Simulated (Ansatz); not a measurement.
# GaH2O radical: small, medium and large basis sets

The task here is to estimate one member of a computed series from the others.

Method: one geometry, several basis sets; program: Ansatz 0.2.0, Gaussian basis.

The runs, in order: PBE0-D4/def2-SVP; ωB97M-V/def2-SVP; PBE0-D4/def2-QZVPP; ωB97M-V/def2-QZVPP; the functionals' def2-TZVPP values are taken from earlier runs.

## The geometry

An earlier PBE0-D4 in a triple-zeta def2 set relaxation fixed the geometry.

SMILES `[O][GaH2]`, 4 atoms, charge 0, spin multiplicity 2.

Atoms are counted from 1 here; the program's logs count them from 0.

Bond lengths: O1–Ga2 1.794 Å, Ga2–H3 1.556 Å, Ga2–H4 1.556 Å. Angles: O1–Ga2–H3 114.9°, O1–Ga2–H4 114.9°, H3–Ga2–H4 130.2°.

The first run:

The input, in.yaml:

```yaml
crystal:
  periodic: [false, false, false]
  atoms:
    - {symbol: O, position_ang: [-0.885711, -0.494597, 1.322114]}
    - {symbol: Ga, position_ang: [0.078835, 0.019527, -0.100888]}
    - {symbol: H, position_ang: [-0.675210, -0.040850, -1.460324]}
    - {symbol: H, position_ang: [1.537586, 0.455621, 0.218699]}
basis:
  gaussian: {orbitals: def2-SVP}
magnetization: {spin_polarized: true, initial_magnetization: 1}
hamiltonian: {xc: pbe0, dispersion: d4}
output: {orbitals: {seedname: orbitals}}
```

Steps of the session up to this table: PBE0-D4 in def2-SVP; ωB97M-V in def2-SVP; PBE0-D4 in def2-QZVPP; ωB97M-V in def2-QZVPP.

One table of the session follows, with a row left open; its other results are not shown here.

It belongs to the step «Density functionals: the series». 

| functional | basis | HOMO (eV) | LUMO (eV) |
| --- | --- | --- | --- |
| PBE0-D4 | def2-SVP | -8.55 | -3.64 |
| PBE0-D4 | def2-TZVPP | ? | ? |
| PBE0-D4 | def2-QZVPP | -8.76 | -3.80 |
| ωB97M-V | def2-SVP | -11.00 | -1.33 |
| ωB97M-V | def2-TZVPP | -11.21 | -1.54 |
| ωB97M-V | def2-QZVPP | -11.25 | -1.60 |

Q: Estimate the row for PBE0-D4, def2-TZVPP from the others.

The run gave: HOMO (eV): -8.72; LUMO (eV): -3.77. In the column «HOMO (eV)» it lies between PBE0-D4, def2-QZVPP (-8.76) and PBE0-D4, def2-SVP (-8.55).
